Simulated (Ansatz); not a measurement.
# MgV2O6: the cost of one run

Program: Ansatz 0.2.0. Level of theory: DFT PBEsol, scalar-relativistic, plane waves, PAW. These are calculated values, not measurements.

## 1. The structure to begin with

It takes space group C2/m (No. 12, monoclinic). Conventional cell: a = 9.279 Å, b = 3.502 Å, c = 6.731 Å, α = 90.00°, β = 111.77°, γ = 90.00°. Mg (site symmetry 2/m) has 6 O at 2.02 to 2.20 Å as nearest neighbours. V (site symmetry m) has 5 O at 1.67 to 2.11 Å as nearest neighbours. O (site symmetry m) has 1 V at 1.67 Å and 1 Mg at 2.02 Å as nearest neighbours. Around O (site symmetry m) lie 3 V at 1.85 to 2.11 Å. Around O (site symmetry m) lie 1 V at 1.67 Å and 2 Mg at 2.20 Å.

Structure file:

```cif
data_structure
_symmetry_space_group_name_H-M 'P 1'
_symmetry_Int_Tables_number 1
_cell_length_a 4.9589
_cell_length_b 4.9589
_cell_length_c 6.7310
_cell_angle_alpha 110.303
_cell_angle_beta 110.303
_cell_angle_gamma 41.354
_cell_volume 101.56
loop_
_atom_site_label
_atom_site_type_symbol
_atom_site_fract_x
_atom_site_fract_y
_atom_site_fract_z
_atom_site_occupancy
Mg1 Mg 0.00000 0.00000 0.00000 1
V1 V 0.80514 0.80514 0.34360 1
V2 V 0.19486 0.19486 0.65640 1
O1 O 0.96070 0.96070 0.27640 1
O2 O 0.03930 0.03930 0.72360 1
O3 O 0.69300 0.69300 0.56520 1
O4 O 0.30700 0.30700 0.43480 1
O5 O 0.65170 0.65170 0.11330 1
O6 O 0.34830 0.34830 0.88670 1
```

Source of the structure: the Crystallography Open Database.

(A quick probe on a coarse mesh, which set the mesh and smearing, is not shown.)

## 3. Relaxing cell and atoms

Input file input.yaml:

```yaml
crystal:
  lattice:
    - [4.6395, -1.751, 0.0]
    - [4.6395, 1.751, 0.0]
    - [-2.4964042557, 0.0, 6.2509460718]
  atoms:
    - { symbol: Mg, position: [0.0, 0.0, 0.0] }
    - { symbol: V, position: [0.80514, 0.80514, 0.3436] }
    - { symbol: V, position: [0.19486, 0.19486, 0.6564] }
    - { symbol: O, position: [0.9607, 0.9607, 0.2764] }
    - { symbol: O, position: [0.0393, 0.0393, 0.7236] }
    - { symbol: O, position: [0.693, 0.693, 0.5652] }
    - { symbol: O, position: [0.307, 0.307, 0.4348] }
    - { symbol: O, position: [0.6517, 0.6517, 0.1133] }
    - { symbol: O, position: [0.3483, 0.3483, 0.8867] }
basis:
  ecutwfc: 420
kpoints:
  mp_grid: { grid: [8, 8, 4] }
hamiltonian:
  xc: pbesol
scf:
  occupations: { method: gaussian, width: 0.02 }
output:
  forces: true
  stress: true
  eigenvalues: true
relax:
  adjacent_minimum: "off"
  f_tol: 0.005
  max_steps: 80
  cell: { stress_tol: 0.05 }
```

Launch:

```sh
ansatz run input.yaml --threads 4 --pin off --max-ram 10240MiB --backend cpu --events-out ev --progress --plain --runs-dir out
```

**Question.** How long does this run take on 4 threads of Arm Neoverse V1, shared host, and how much memory does it need?

About 83 s, with a peak of 0.63 GiB.
